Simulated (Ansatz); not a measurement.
# Na3Te4Mo: a trial structure relaxed

Aim: relax a trial structure of Na3Te4Mo and see where it ends.

Computed with Ansatz 0.2.0 (DFT PBE, scalar-relativistic, plane waves, PAW, unless a step's input says otherwise).

### Step 1. The structure to begin with

The structure is trigonal, space group P-3m1 (No. 164). The conventional cell has a = 4.454 Å, b = 4.454 Å, c = 14.607 Å, α = 90.00°, β = 90.00°, γ = 120.00°. Around Na (site symmetry 3m) lie 6 Te at 3.25 Å and 1 Mo at 3.33 Å. Na (site symmetry -3m) has 6 Te at 3.25 Å in its first shell of neighbours. Te (site symmetry 3m) has 6 Na at 3.25 Å in its first shell of neighbours. Around Te (site symmetry 3m) lie 3 Mo at 2.90 Å and 3 Na at 3.25 Å. Around Mo (site symmetry -3m) lie 6 Te at 2.90 Å and 2 Na at 3.33 Å.

Coordinates:

```cif
data_structure
_symmetry_space_group_name_H-M 'P-3m1'
_symmetry_Int_Tables_number 164
_cell_length_a 4.4538
_cell_length_b 4.4538
_cell_length_c 14.6070
_cell_angle_alpha 90.000
_cell_angle_beta 90.000
_cell_angle_gamma 120.000
_cell_volume 250.93
loop_
_atom_site_label
_atom_site_type_symbol
_atom_site_symmetry_multiplicity
_atom_site_Wyckoff_symbol
_atom_site_fract_x
_atom_site_fract_y
_atom_site_fract_z
_atom_site_occupancy
Na1 Na 2 c 0.00000 0.00000 0.77214 1
Na2 Na 1 b 0.00000 0.00000 0.50000 1
Te1 Te 2 d 0.33333 0.66667 0.63607 1
Te2 Te 2 d 0.66667 0.33333 0.90821 1
Mo1 Mo 1 a 0.00000 0.00000 0.00000 1
```

The cell is invented: close-packed anion layers stacked ABAB|A, with sites between them filled layer by layer (P-3m1, No. 164). Lengths come from tabulated atomic sizes and are only a guess.

### Step 2. A first look at the guess

Input file input.yaml:

```yaml
crystal:
  lattice:
    - [4.45380433, 0.0, 0.0]
    - [-2.22690216, 3.85710769, 0.0]
    - [0.0, 0.0, 14.60702892]
  atoms:
    - { symbol: Na, position: [0.0, 0.0, 0.77213682] }
    - { symbol: Na, position: [0.0, 0.0, 0.22786318] }
    - { symbol: Na, position: [0.0, 0.0, 0.5] }
    - { symbol: Te, position: [0.33333333, 0.66666667, 0.63606841] }
    - { symbol: Te, position: [0.66666667, 0.33333333, 0.90820523] }
    - { symbol: Te, position: [0.33333333, 0.66666667, 0.09179477] }
    - { symbol: Te, position: [0.66666667, 0.33333333, 0.36393159] }
    - { symbol: Mo, position: [0.0, 0.0, 0.0] }
basis:
  ecutwfc: 420
kpoints:
  mp_grid: { grid: [6, 6, 2] }
hamiltonian:
  xc: pbe
scf:
  occupations: { method: gaussian, width: 0.1 }
  lower_state_search: "off"
output:
  forces: true
  stress: true
  eigenvalues: true
```

Launch:

```
ansatz run input.yaml --threads 1 --pin off --max-ram 2560MiB --backend cpu --events-out ev --progress --plain --runs-dir out
```

The session goes on with these runs: coarse relaxation; spin check on a coarse mesh; full relaxation.

Before running it: what results should come out? Wanted: conventional cell; volume; energy over the elements; gap on the mesh; total moment.

**Answer**, as computed:

```
                              quantity                                                                        value
symmetry at the end (tolerance 0.05 Å)                                                  space group P-3m1 (No. 164)
                     conventional cell  a = 3.860 Å, b = 3.860 Å, c = 17.211 Å, α = 90.00°, β = 90.00°, γ = 120.00°
                                volume                                                                27.76 Å³/atom
              energy over the elements                                                                -0.37 eV/atom
                       gap on the mesh                                                                 none (metal)
                          total moment                                                                 0.82 μB/cell
```

In words: The space group P-3m1 (No. 164) is kept, and the volume per atom shrinks by 11.5 % from the first guess. It lies below the elements, which doesn't yet make it stable: competing phases were not computed in this session. No finished test with a distortion of lower symmetry is shown, so the end may be a saddle point. The runs treat Te without spin-orbit coupling. Other magnetic orders were not searched.
